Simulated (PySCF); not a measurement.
# H8OSi3: the cost of one run

Computed with PySCF 2.14.0, with density-fitted response routines of our own, on a single molecule in the gas phase. Atoms count from 0, in the outputs and in this text.

## (1) Starting geometry

12 atoms, charge 0, multiplicity 1; geometry from: GFN2-xTB. The atoms were then displaced at random by about 0.01 Å, so the start is not that level's minimum.

Bonds of the start (Å): Si0–O1 1.63, O1–Si2 1.64, Si2–Si3 2.26, Si0–H4 1.48, Si0–H5 1.42, Si0–H6 1.48, Si2–H7 1.47, Si2–H8 1.49, Si3–H9 1.50, Si3–H10 1.45, Si3–H11 1.48.

## (2) Relaxing the molecule at PBE0-D3(BJ)/def2-SVP

What the job is given:

```
{"job": {"xc": "PBE0", "basis": "def2-SVP", "d3": "d3bj", "grid": 1, "shake": 0.01, "kind": "geom"}, "charge": 0, "multiplicity": 1}
Si     2.406840     0.374040     0.118610
O      0.856100    -0.136000     0.104850
Si    -0.520340    -1.021680     0.106250
Si    -2.198480     0.458190    -0.236340
H      2.663450     0.825470    -1.263490
H      3.259760    -0.689940     0.524050
H      2.414740     1.501570     1.071600
H     -0.299040    -2.036850    -0.929090
H     -0.499060    -1.711990     1.427240
H     -3.518900    -0.258530    -0.217030
H     -2.181870     1.160620    -1.509860
H     -2.343510     1.506820     0.794210
```

Started as:

```sh
$ OMP_NUM_THREADS=1 python probes_run.py task.json out
```

This one command runs all jobs of the session in turn.

**Question.** How long does this first job take on 1 thread of Arm Neoverse V1, shared host, and how much memory does it need?

About 52 s, with a peak of 0.44 GiB.
